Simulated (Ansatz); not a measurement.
Run this with the Python package of Ansatz (0.2.0) and show what comes out.

The script, `eos_ta.py`:
```python
'''Bulk modulus of Ta from an E(V) curve.'''

import ansatz as az
import numpy as np
from scipy.optimize import curve_fit

FUNCTIONAL = 'lda'
SMEARING = 'cold'
SIGMA = 0.1
KMESH = (11, 11, 6)

vectors0 = np.array([
    [2.900372, 0.0, 0.0],
    [-1.450186, 2.511796, 0.0],
    [0.0, 0.0, 5.166274],
])
sites = [
    ('Ta', [2 / 3, 1 / 3, 0.75]),
    ('Ta', [1 / 3, 2 / 3, 0.25]),
]


def make_crystal(cell):
    crystal = az.Crystal(lattice=az.Lattice.of(cell))
    for symbol, position in sites:
        crystal = crystal.atom(symbol, position)
    return crystal

def vinet(v, e0, v0, b0, b1):
    eta = (v / v0) ** (1 / 3)
    return e0 + 2 * b0 * v0 / (b1 - 1) ** 2 * (2 - (5 + 3 * b1 * (eta - 1) - 3 * eta) * np.exp(-1.5 * (b1 - 1) * (eta - 1)))


def main() -> None:
    # scale the volume, keep shape and fractions
    volumes, energies, pressures = [], [], []
    for scale in np.linspace(0.88, 1.12, 7):
        cell = vectors0 * scale ** (1 / 3)
        base = make_crystal(cell).calculation()
        base = base.functional(FUNCTIONAL)
        base = base.occupations(SMEARING, width=SIGMA).basis(21 * az.Ha)
        base = base.kpoints(*KMESH)
        base = base.stress()
        r = base.run(threads=1).report
        volumes.append(abs(np.linalg.det(cell)) / len(sites))
        energies.append(r['free_energy_ev'] / len(sites))
        pressures.append(np.trace(r['stress_gpa']) / 3)
        print(f'V = {volumes[-1]:8.4f} A^3/atom  F = {energies[-1]:.5f} eV/atom  P = {pressures[-1]:8.3f} GPa')

    guess = (min(energies), volumes[int(np.argmin(energies))], 0.5, 4.5)
    (e0, v0, b0, b1), _ = curve_fit(vinet, np.array(volumes), np.array(energies), p0=guess, maxfev=20000)
    print(f'Vinet fit: V0 = {v0:.4f} A^3/atom, B0 = {160.21766 * b0:.1f} GPa, B1 = {b1:.2f}')
    print('largest residual', round(1000 * float(np.abs(vinet(np.array(volumes), e0, v0, b0, b1) - energies).max()), 3), 'meV/atom')


if __name__ == '__main__':
    main()
```

```console
$ python eos_ta.py
V =  16.5603 A^3/atom  F = -9682.25795 eV/atom  P =   15.840 GPa
V =  17.3130 A^3/atom  F = -9682.30552 eV/atom  P =    4.755 GPa
V =  18.0658 A^3/atom  F = -9682.30577 eV/atom  P =   -4.348 GPa
V =  18.8185 A^3/atom  F = -9682.26722 eV/atom  P =  -11.807 GPa
V =  19.5713 A^3/atom  F = -9682.19702 eV/atom  P =  -17.864 GPa
V =  20.3240 A^3/atom  F = -9682.10119 eV/atom  P =  -22.758 GPa
V =  21.0767 A^3/atom  F = -9681.98469 eV/atom  P =  -26.689 GPa
Vinet fit: V0 = 17.6858 A^3/atom, B0 = 214.0 GPa, B1 = 3.79
largest residual 0.066 meV/atom
```

A third-order Birch-Murnaghan fit through the 7 points has its minimum at 17.68 Å³ an atom, 6.0 % below the typed cell, with a bulk modulus of 214 GPa. From that minimum the energy rises by 53.1 meV an atom on the compressed side and 326.3 meV on the expanded side. The window is off centre, so dB/dP is rough.

Caveats:
- Absolute energies stand on the zero of these potentials, so only differences at equal settings mean something.
- Shape and fractional positions are held along the curve, so the bulk modulus is an upper value where they are free to relax, by a factor of two or more in layered or hydrogen-bonded cells.
- Pressure is positive in compression.
- Spin-orbit coupling, which matters for elements this heavy, is left out.
- At these settings the cell as given stands under about -12 GPa, so it isn't at this functional's equilibrium volume.
- This isn't the structure that Ta takes at ambient conditions.
- Hardware and time: 17 s on 1 thread of Intel(R) Xeon(R) Processor @ 2.30GHz (shared host), peak memory 0.58 GiB.
